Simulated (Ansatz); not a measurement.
# BrFHOSn radical: small, medium and large basis sets

An exercise on one series of results from a longer session: the logs are not shown, and one member is left open.

Program: Ansatz 0.2.0, Gaussian basis. Level of theory: one geometry, several basis sets. These are calculated values, not measurements.

The runs, in order: PBE0-D4/def2-SVP; ωB97M-V/def2-SVP; PBE0-D4/def2-QZVPP; ωB97M-V/def2-QZVPP; the functionals' def2-TZVPP values are taken from earlier runs.

## Structure used throughout

The geometry comes from an earlier relaxation with PBE0-D4 in a triple-zeta def2 set; it is a stationary point. Sn takes the def2 core potential; no spin-orbit term is included.

SMILES `[OH][Sn]([F])[Br]`, 5 atoms, charge 0, spin multiplicity 2.

Atoms are counted from 1 here; the program's logs count them from 0.

Bond lengths: O1–Sn2 1.960 Å, O1–H5 0.963 Å, Sn2–F3 1.915 Å, Sn2–Br4 2.501 Å. Angles: Sn2–O1–H5 113.2°, O1–Sn2–F3 101.2°, O1–Sn2–Br4 110.3°, F3–Sn2–Br4 107.8°.

The first run:

The input, in.yaml:

```yaml
crystal:
  periodic: [false, false, false]
  atoms:
    - {symbol: O, position_ang: [0.362022, 1.352936, 0.213061]}
    - {symbol: Sn, position_ang: [-0.203144, -0.490266, 0.565459]}
    - {symbol: F, position_ang: [1.486711, -1.353448, 0.823564]}
    - {symbol: Br, position_ang: [-1.260961, -1.479008, -1.473185]}
    - {symbol: H, position_ang: [-0.334726, 1.896086, -0.170300]}
basis:
  gaussian: {orbitals: def2-SVP}
magnetization: {spin_polarized: true, initial_magnetization: 1}
hamiltonian: {xc: pbe0, dispersion: d4}
output: {orbitals: {seedname: orbitals}}
```

Steps of the session up to this table: PBE0-D4 in def2-SVP; ωB97M-V in def2-SVP; PBE0-D4 in def2-QZVPP; ωB97M-V in def2-QZVPP.

One of the session's tables, all rows but one given; the rest of the session is left out.

It belongs to the step «Functionals by basis». 

```
functional       basis  HOMO (eV)  LUMO (eV)
   PBE0-D4    def2-SVP      -7.43      -4.65
   PBE0-D4  def2-TZVPP          ?          ?
   PBE0-D4  def2-QZVPP      -7.60      -4.81
   ωB97M-V    def2-SVP      -9.43      -2.81
   ωB97M-V  def2-TZVPP      -9.63      -3.01
   ωB97M-V  def2-QZVPP      -9.65      -3.07
```

Q: Estimate the row for PBE0-D4, def2-TZVPP from the others.

As computed: HOMO (eV): -7.59; LUMO (eV): -4.78. In the column «HOMO (eV)» it lies between PBE0-D4, def2-QZVPP (-7.60) and PBE0-D4, def2-SVP (-7.43).
